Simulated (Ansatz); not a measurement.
# GaH2 (doublet): from Hartree-Fock to the top rungs, aug-cc-pVTZ

The task here is to estimate one member of a computed series from the others.

Program: Ansatz 0.2.0, Gaussian basis. Level of theory: aug-cc-pVTZ, core rule «outside noble gas», up to 14 orbitals frozen. These are calculated values, not measurements.

Plan: UHF; CCSD(T) on ROHF; CCSD(T) on UHF; BCCD(T) on ROHF; CCSDT(Q) on ROHF; CCSDT(Q) on UHF; CASSCF and NEVPT2, 5 electrons in 6 orbitals.

24 further runs of the same task are left out: 4 for a known fault of the program, 9 that didn't finish, 11 set aside as unsound or not needed.

### The system

The geometry is a PBE0/def2-TZVP stationary point (not a proven minimum) of the parent state, kept for this charge and spin. No spin-orbit coupling is included. The filled d shell of Ga may be among the frozen orbitals whatever the setting's name suggests; the logs give the count.

3 atoms, charge 0, spin multiplicity 2.

Atoms are counted from 1 here; the program's logs count them from 0.

Bond lengths: Ga1–H2 1.768 Å, Ga1–H3 1.768 Å. Angles: H2–Ga1–H3 71.9°.

Coordinates:

```xyz
3
charge 0, multiplicity 2
Ga    0.0000    0.0000   -0.0402
H     0.0000    1.0383    1.3910
H     0.0000   -1.0383    1.3910
```

Set-up of the first run:

Input file in.yaml:

```yaml
crystal:
  periodic: [false, false, false]
  atoms:
    - {symbol: Ga, position_ang: [0.000000, 0.000000, -0.040218]}
    - {symbol: H, position_ang: [0.000000, 1.038252, 1.391008]}
    - {symbol: H, position_ang: [0.000000, -1.038252, 1.391008]}
basis:
  gaussian: {orbitals: aug-cc-pVTZ}
magnetization: {spin_polarized: true, initial_magnetization: 1}
hamiltonian: {xc: hf}
output: {orbitals: {seedname: orbitals}}
```

Run with:

```
> ansatz run in.yaml --threads 1 --pin off --events-out ev --progress --plain --max-ram 2393MiB
```

Steps of the session up to this table: UHF; CCSD(T) on ROHF; CCSD(T) on UHF; BCCD(T) on ROHF; CCSDT(Q) on ROHF; CCSDT(Q) on UHF; CASSCF and NEVPT2, 5 electrons in 6 orbitals.

One table of the session follows, with a row left open; its other results are not shown here.

| method | from UCCSDT(Q) (meV) |
| --- | --- |
| ROHF | +2729.0 |
| UHF | +2642.6 |
| RMP2 | +675.9 |
| UMP2 | +671.3 |
| RCCSD | +99.9 |
| UCCSD | +87.7 |
| RCCSD(T) | +30.5 |
| UCCSD(T) | +22.2 |
| BCCD(T) | +30.4 |
| RCCSDT | +10.1 |
| UCCSDT | +1.8 |
| RCCSDT(Q) | +8.5 |
| UCCSDT(Q) | 0 |
| CASSCF valence | ? |
| NEVPT2 valence | +432.0 |

**Question.** Estimate the row for CASSCF valence.

The run gave: from UCCSDT(Q) (meV): +1467.8. In the column «from UCCSDT(Q) (meV)» it lies between RMP2 (+675.9) and UHF (+2642.6).

Among the levels timed on like hardware and quicker than the yardstick, those that no quicker one beats, quickest first: NEVPT2 valence (6 s, +432.0 meV); UCCSD(T) (9.5 s, +22.2 meV).

To keep in mind: Restricted and unrestricted rows rest on different reference determinants; where their highest levels disagree by more than a few hundredths of an eV, they describe different states and don't form one ladder.
